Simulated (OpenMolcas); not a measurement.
# Sb⁺: CASSCF and CASPT2 terms and fine-structure levels

Wanted: the level scheme of Sb⁺ from active-space wave functions, then second-order correlation under several settings.

The numbers are computed with OpenMolcas 26.06 (state-averaged CASSCF and CASPT2, spin-orbit coupling by RASSI with atomic mean-field integrals), except any that are marked as measured or tabulated.

## Step 1: The system

```
Species                           : Sb⁺ (antimony, Z = 51, 50 electrons)
Basis                             : ANO-RCC-VDZP [6s5p3d1f], 43 functions
Scalar Hamiltonian                : DKH2, point nucleus
Inactive shells                   : 1s 2s 2p 3s 3p 3d 4s 4p 4d
Active space                      : 4 electrons in 4 orbitals (5s 5p)
Some configurations of this space : 5p⁴, 5s 5p³, 5s² 5p²
Orbitals                          : optimised for each spin and parity, averaged over the low roots
```

The outer shells:

5p4
```
5p [↑↓][↑ ][↑ ]
```

5s 5p3
```
5s [↑ ]
5p [↑ ][↑ ][↑ ]
```

5s2 5p2
```
5s [↑↓]
5p [↑ ][↑ ][  ]
```

The work runs as a chain of OpenMolcas steps in one folder; each step below is one input file. Labels, J, g values, rates, χT and fits are worked out afterwards by a script from the matrices that RASSI stores.

## Step 2: GATEWAY and SEWARD: basis and integrals

File a.inp:

```
&GATEWAY
Coord
1

Sb 0.0 0.0 0.0
Basis=ANO-RCC-VDZP
Group=XYZ
NoMove
AngMom=0.0 0.0 0.0
AMFI
&SEWARD
```

Command:

```sh
> OMP_NUM_THREADS=1 MOLCAS_MEM=2252 MOLCAS_PROJECT=a pymolcas a.inp > a.log
```

## Step 3: CASSCF: triplets of even parity, 3 roots

File a.inp:

```
&RASSCF
FileOrb=start.orb
Symmetry=1
Spin=3
nActEl=4 0 0
Inactive=14 9
Ras2=1 3
CIRoot=3 3 1
SDav=6
CIMx=300
Iter=120 100
PrWF=0.3
OrbListing=Nothing
MaxOrb=0
Atom
>>> COPY $Project.JobIph JOB001
```

start.orb holds the contracted functions of the basis, ordered by shell, or the orbitals of the step before.

## Step 4: Reference wave functions, singlets of even parity, 6 roots

File a.inp:

```
&RASSCF
FileOrb=start.orb
Symmetry=1
Spin=1
nActEl=4 0 0
Inactive=14 9
Ras2=1 3
CIRoot=6 6 1
SDav=12
CIMx=300
Iter=120 100
PrWF=0.3
OrbListing=Nothing
MaxOrb=0
Atom
>>> COPY $Project.JobIph JOB002
```

## Step 5: Reference wave functions, quintets of odd parity, 1 root

File a.inp:

```
&RASSCF
FileOrb=start.orb
Symmetry=2
Spin=5
nActEl=4 0 0
Inactive=14 9
Ras2=1 3
CIRoot=1 1 1
SDav=1
CIMx=300
Iter=120 100
PrWF=0.3
OrbListing=Nothing
MaxOrb=0
Atom
>>> COPY $Project.JobIph JOB003
```

## Step 6: CASSCF: triplets of odd parity, 5 roots

File a.inp:

```
&RASSCF
FileOrb=start.orb
Symmetry=2
Spin=3
nActEl=4 0 0
Inactive=14 9
Ras2=1 3
CIRoot=5 5 1
SDav=9
CIMx=300
Iter=120 100
PrWF=0.3
OrbListing=Nothing
MaxOrb=0
Atom
>>> COPY $Project.JobIph JOB004
```

## Step 7: State interaction with spin-orbit coupling

File a.inp:

```
&RASSI
NrOfJobIphs=3 3 6 1
1 2 3
1 2 3 4 5 6
1
IphNames
JOB001
JOB002
JOB003
EJob
SpinOrbit
DIPRint=1.0
SOCoupling=1000.0
Subsets=2
MEES
Property=10
'ANGMOM' 1 'ANGMOM' 2 'ANGMOM' 3 'MLTPL  1' 1 'MLTPL  1' 2 'MLTPL  1' 3
'AMFI' 1 'AMFI' 2 'AMFI' 3 'MLTPL  2' 6
SOProperty=3
'ANGMOM' 1 'ANGMOM' 2 'ANGMOM' 3
```

## Step 8: CASPT2: IPEA 0.35, sigma1 regulariser 0.25 (closed shells correlated: 4s 4p 4d)

File a.inp:

```
>>> COPY JOB001 $Project.JobIph
&CASPT2
Multistate=3 1 2 3
Frozen=8 6
IPEA=0.35
Sig1=0.25
MaxIter=60
WThr=0.0 0.3 0.05
PrWF=0.5
NoMix
>>> COPY JOB002 $Project.JobIph
&CASPT2
Multistate=6 1 2 3 4 5 6
Frozen=8 6
IPEA=0.35
Sig1=0.25
MaxIter=60
WThr=0.0 0.3 0.05
PrWF=0.5
NoMix
>>> COPY JOB003 $Project.JobIph
&CASPT2
Multistate=1 1
Frozen=8 6
IPEA=0.35
Sig1=0.25
MaxIter=60
WThr=0.0 0.3 0.05
PrWF=0.5
NoMix
```

## Step 9: CASPT2: IPEA 0.5, sigma1 regulariser 0.3 (closed shells correlated: 4d)

File a.inp:

```
>>> COPY JOB001 $Project.JobIph
&CASPT2
Multistate=3 1 2 3
NoMult
Frozen=9 9
IPEA=0.5
Sig1=0.3
MaxIter=60
WThr=0.0 0.3 0.05
PrWF=0.5
NoMix
>>> COPY JOB002 $Project.JobIph
&CASPT2
Multistate=6 1 2 3 4 5 6
NoMult
Frozen=9 9
IPEA=0.5
Sig1=0.3
MaxIter=60
WThr=0.0 0.3 0.05
PrWF=0.5
NoMix
>>> COPY JOB003 $Project.JobIph
&CASPT2
Multistate=1 1
Frozen=9 9
IPEA=0.5
Sig1=0.3
MaxIter=60
WThr=0.0 0.3 0.05
PrWF=0.5
NoMix
```

## Step 10: CASPT2: IPEA 0.4, sigma1 regulariser 0.1 (closed shells correlated: 4d)

Edit a.inp of step 9 so:

```diff
@@ -5,4 +5,4 @@
 Frozen=9 9
-IPEA=0.5
-Sig1=0.3
+IPEA=0.4
+Sig1=0.1
 MaxIter=60
@@ -16,4 +16,4 @@
 Frozen=9 9
-IPEA=0.5
-Sig1=0.3
+IPEA=0.4
+Sig1=0.1
 MaxIter=60
@@ -26,4 +26,4 @@
 Frozen=9 9
-IPEA=0.5
-Sig1=0.3
+IPEA=0.4
+Sig1=0.1
 MaxIter=60
```

(Steps that only read results are left out.)

Before running it: what results should come out? Wanted: lowest level; first excited level; lowest level of another term; spin-orbit lowering of the lowest level; strongest of the lines computed, by gA, at SS-CASPT2 energies.

**Answer**, as computed:

| quantity | value |
| --- | --- |
| method | SS-CASPT2, IPEA 0.35, sigma1 regulariser 0.25 (closed shells correlated: 4s 4p 4d) |
| lowest level | 5s² 5p² ³P₀, 96 % of that term |
| ground level listed by NIST | 3P0 |
| first excited level | 5s² 5p² ³P₁ at 2780 cm⁻¹ |
| lowest level of another term | 5s² 5p² ¹D₂ at 13330 cm⁻¹ |
| spin-orbit lowering of the lowest level | 4539 cm⁻¹ |
| strongest of the lines computed, by gA, at SS-CASPT2 energies | 5s² 5p² ¹S₀ → 5s² 5p² ³P₁, 441.7 nm, A = 2.53e+01 s⁻¹ |

Cost and accuracy by method:

```csv
method,time of its own steps,time with the reference,mean absolute difference from the measured levels (cm-1)
A. CASSCF,7.4 s,7.4 s,2800
"B. SS-CASPT2, IPEA 0.35, sigma1 regulariser 0.25, +4s 4p 4d",1 s,8.5 s,1100
"C. SS-CASPT2, IPEA 0.5, sigma1 regulariser 0.3, +4d",0.94 s,8.4 s,1200
"D. SS-CASPT2, IPEA 0.4, sigma1 regulariser 0.1, +4d",1 s,8.4 s,1300
```

Times are of one thread on a shared host.

**Reading.** The multiplet ³P is regular; its intervals divided by the larger J differ by 70 % of their mean, where Landé's rule for pure LS coupling makes them equal. Second-order correlation (method B) scales the levels of the lowest configuration above 5000 cm⁻¹ by 0.91 to 1.08. Method B lies closest to the measured levels (1100 cm⁻¹ on average) and A farthest (2800). Only the configurations of the active space and the roots asked for are present. Not all states of the active space went into the spin-orbit step. CASPT2 does not keep the components of a term degenerate, and the means are used. No d shell is active. Only valence configurations of the active space appear, up to the ionisation limit; * or ° marks odd parity.
